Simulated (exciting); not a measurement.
# BaH (P4/mmm) in exciting: reference runs

Aim: a first look at BaH with PBE, on the cell as given.

Everything below comes from runs of exciting (release sodium). Logs are shortened: lines on timing, memory, paths and dates and some standing lists are left out, and cuts for length are marked.

## Step 1: The crystal as given

The structure is tetragonal, space group P4/mmm (No. 123). Conventional cell: a = 3.934 Å, b = 3.934 Å, c = 3.484 Å, α = 90.00°, β = 90.00°, γ = 90.00°. Ba (site symmetry 4/mmm) is surrounded by 4 H at 2.78 Å. H (site symmetry 4/mmm) is surrounded by 4 Ba at 2.78 Å.

The cell was built by a generator and needn't be a form met in nature.

## Step 2: Single point, PBE

input.xml reads:

```xml
<input>
  <title>BaH</title>
  <structure speciespath="./" tshift="false">
    <crystal scale="1">
      <basevect>7.433558889068 0.000000000000 0.000000000000</basevect>
      <basevect>0.000000000000 7.433558889068 0.000000000000</basevect>
      <basevect>0.000000000000 0.000000000000 6.583577312513</basevect>
    </crystal>
    <species speciesfile="Ba.xml" rmt="2.3">
      <atom coord="0.500000000000 0.500000000000 0.000000000000"/>
    </species>
    <species speciesfile="H.xml" rmt="1.1">
      <atom coord="0.000000000000 0.000000000000 0.000000000000"/>
    </species>
  </structure>
  <groundstate do="fromscratch" ngridk="7 7 8" rgkmax="5" gmaxvr="14" lmaxapw="10" lmaxmat="10" lmaxvr="8" xctype="GGA_PBE" stype="Fermi Dirac" swidth="0.00183747" nempty="10" ValenceRelativity="zora" epsengy="1e-05" epspot="1e-05" maxscl="60" tforce="true" outputlevel="normal"/>
</input>
```

Potentials or basis: all-electron LAPW+lo, shipped species files, valence relativity zora.

Launch:

```sh
$ OMP_NUM_THREADS=1 exciting_smp
```

INFO.OUT:

```text
================================================================================
EXCITING SODIUM started
[... 10 lines left out ...]

 Lattice vectors (cartesian) :
      7.4335588891      0.0000000000      0.0000000000
      0.0000000000      7.4335588891      0.0000000000
      0.0000000000      0.0000000000      6.5835773125

 Reciprocal lattice vectors (cartesian) :
      0.8452459180      0.0000000000      0.0000000000
      0.0000000000      0.8452459180      0.0000000000
      0.0000000000      0.0000000000      0.9543725256

 Unit cell volume                           :     363.7939836540
 Brillouin zone volume                      :       0.6818425389

 Species :    1 (Ba)
     parameters loaded from                 :    Ba.xml
     name                                   :    barium
     nuclear charge                         :     -56.00000000
     electronic charge                      :      56.00000000
     atomic mass                            :  250331.80700000
     muffin-tin radius                      :       2.30000000
     # of radial points in muffin-tin       :     450

     atomic positions (lattice) :
       1 :   0.50000000  0.50000000  0.00000000

 Species :    2 (H)
     parameters loaded from                 :    H.xml
     name                                   :    hydrogen
     nuclear charge                         :      -1.00000000
     electronic charge                      :       1.00000000
     atomic mass                            :    1837.36222000
     muffin-tin radius                      :       1.10000000
     # of radial points in muffin-tin       :     200

     atomic positions (lattice) :
       1 :   0.00000000  0.00000000  0.00000000

 Total number of atoms per unit cell        :       2

 Spin treatment                             :    spin-unpolarised

 Number of Bravais lattice symmetries       :      16
 Number of crystal symmetries               :      16

 k-point grid                               :       7    7    8
 Total number of k-points                   :      50
 k-point set is reduced with crystal symmetries

 R^MT_min * |G+k|_max (rgkmax)              :       5.00000000
 Species with R^MT_min                      :       2 (H)
 Maximum |G+k| for APW functions            :       4.54545455
 Maximum |G| for potential and density      :      14.00000000

 G-vector grid sizes                        :      36    36    30
 Total number of G-vectors                  :   16873

 Maximum angular momentum used for
     APW functions                          :      10
     computing H and O matrix elements      :      10
     potential and density                  :       8
     inner part of muffin-tin               :       2

 Total nuclear charge                       :     -57.00000000
 Total electronic charge                    :      57.00000000
 Total core charge                          :      36.00000000
 Total valence charge                       :      21.00000000

 Number of empty states                     :      10
 Total number of valence states             :      21

 Maximum Hamiltonian size                   :     618
 Maximum number of plane-waves              :     602
 Total number of local-orbitals             :      16

 Exchange-correlation type                  :      20
     Perdew-Burke-Ernzerhof, Phys. Rev. Lett. 77, 3865 (1996)
     Generalised gradient approximation (GGA)

[... 20 lines left out ...]
+ SCF iteration number :    1                                                  +
++++++++++++++++++++++++++++++++++++++++++++++++++++++++++++++++++++++++++++++++
 Total energy                               :     -8137.28437938
 _______________________________________________________________
 Fermi energy                               :         0.22770709
 Kinetic energy                             :      8690.83284141
 Coulomb energy                             :    -16629.41194602
 Exchange energy                            :      -195.63545155
 Correlation energy                         :        -3.06982322
[... 647 lines left out ...]
 RMS change in effective potential (target) :  0.160989E-05  ( 0.100000E-04)
 Absolute change in total energy   (target) :  0.397629E-05  ( 0.100000E-04)
 Charge distance                   (target) :  0.630699E-08  ( 0.100000E-04)
 Abs. change in max-nonIBS-force   (target) :   0.00000      ( 0.500000E-04)

++++++++++++++++++++++++++++++++++++++++++++++++++++++++++++++++++++++++++++++++
| Convergency criteria checked for the last 2 iterations                       +
| Convergence targets achieved. Performing final SCF iteration                 +
++++++++++++++++++++++++++++++++++++++++++++++++++++++++++++++++++++++++++++++++
 Total energy                               :     -8139.96915214
 _______________________________________________________________
 Fermi energy                               :         0.23696369
 Kinetic energy                             :      8688.59198601
 Coulomb energy                             :    -16629.84167566
 Exchange energy                            :      -195.64412240
 Correlation energy                         :        -3.07534008

 DOS at Fermi energy (states/Ha/cell)       :        36.23831581

 Electron charges :
     core                                   :        36.00000000
     core leakage                           :         0.00017846
     valence                                :        21.00000000
     interstitial                           :         4.04830375
     charge in muffin-tin spheres :
                  atom     1    Ba          :        52.46408226
                  atom     2     H          :         0.48761399
     total charge in muffin-tins            :        52.95169625
     total charge                           :        57.00000000

++++++++++++++++++++++++++++++++++++++++++++++++++++++++++++++++++++++++++++++++
+ Self-consistent loop stopped                                                 +
++++++++++++++++++++++++++++++++++++++++++++++++++++++++++++++++++++++++++++++++
 STATE.OUT is written

--------------------------------------------------------------------------------
- Writing atomic positions and forces                                          -
--------------------------------------------------------------------------------

 Atomic positions (lattice) :
 atom     1  Ba  :     0.50000000    0.50000000    0.00000000
 atom     2   H  :     0.00000000    0.00000000    0.00000000

 Total atomic forces including IBS (cartesian) :
 atom     1  Ba  :     0.00000000    0.00000000    0.00000000
 atom     2   H  :     0.00000000    0.00000000    0.00000000

 Atomic force components including IBS (cartesian) :
 atom     1  Ba  :    -0.00000000    0.00000000    0.00000000   HF force
                 :     0.00000000    0.00000000    0.00000000   core correction
                 :     0.00000000    0.00000000    0.00000000   IBS correction
 atom     2   H  :     0.00000000    0.00000000    0.00000000   HF force
                 :    -0.00000000    0.00000000    0.00000000   core correction
                 :    -0.00000000    0.00000000    0.00000000   IBS correction

********************************************************************************
[... 7 lines left out ...]
| EXCITING SODIUM stopped                                                      =
================================================================================
```

LINENGY.OUT:

```text
Species :    1 (Ba), atom :    1
 APW functions :
  l =  0, order =  1 :  -0.7175000000
  l =  1, order =  1 :  -0.2125000000E-01
  l =  2, order =  1 :   0.3975000000
  l =  3, order =  1 :   0.1500000000
  l =  3, order =  2 :   0.1500000000
  l =  4, order =  1 :   0.1500000000
[... 11 lines left out ...]
  l = 10, order =  1 :   0.1500000000
  l = 10, order =  2 :   0.1500000000
 local-orbital functions :
  l.o. =  1, l =  0, order =  1 :  -0.7175000000
  l.o. =  1, l =  0, order =  2 :  -0.7175000000
  l.o. =  2, l =  1, order =  1 :  -0.2125000000E-01
  l.o. =  2, l =  1, order =  2 :  -0.2125000000E-01
  l.o. =  3, l =  2, order =  1 :   0.3975000000
  l.o. =  3, l =  2, order =  2 :   0.3975000000
  l.o. =  4, l =  0, order =  1 :  -0.7175000000
  l.o. =  4, l =  0, order =  2 :  -0.7175000000
  l.o. =  4, l =  0, order =  3 :  -0.7158000000
  l.o. =  5, l =  2, order =  1 :   0.3975000000
  l.o. =  5, l =  2, order =  2 :   0.3975000000
  l.o. =  5, l =  2, order =  3 :   -2.875500000

Species :    2 (H), atom :    1
 APW functions :
  l =  0, order =  1 :   0.1775000000
  l =  1, order =  1 :   0.1500000000
  l =  1, order =  2 :   0.1500000000
  l =  2, order =  1 :   0.1500000000
  l =  2, order =  2 :   0.1500000000
  l =  3, order =  1 :   0.1500000000
[... 13 lines left out ...]
  l = 10, order =  1 :   0.1500000000
  l = 10, order =  2 :   0.1500000000
 local-orbital functions :
  l.o. =  1, l =  0, order =  1 :   0.1775000000
  l.o. =  1, l =  0, order =  2 :   0.1775000000
```

It took 7.7 min on 1 thread of Arm Neoverse V2, shared host; peak memory 0.15 GiB.

What came out:

- Free energy: -221499.8556 eV
- Band gap on the k mesh: none (metal or under the smearing width)
- All electrons inside the program's atomic spheres: Ba 52.46; H 0.49 (radii Ba 2.3, H 1.1 bohr)

Caveat: the log's total energy holds no entropy term; the free energy is that total less TS from the occupations; this treatment of relativity tilts energy against volume in heavier elements, by up to 2 % in the volume; the basis of Au and Ba changes in steps between geometries, so energy differences can be off by several meV.
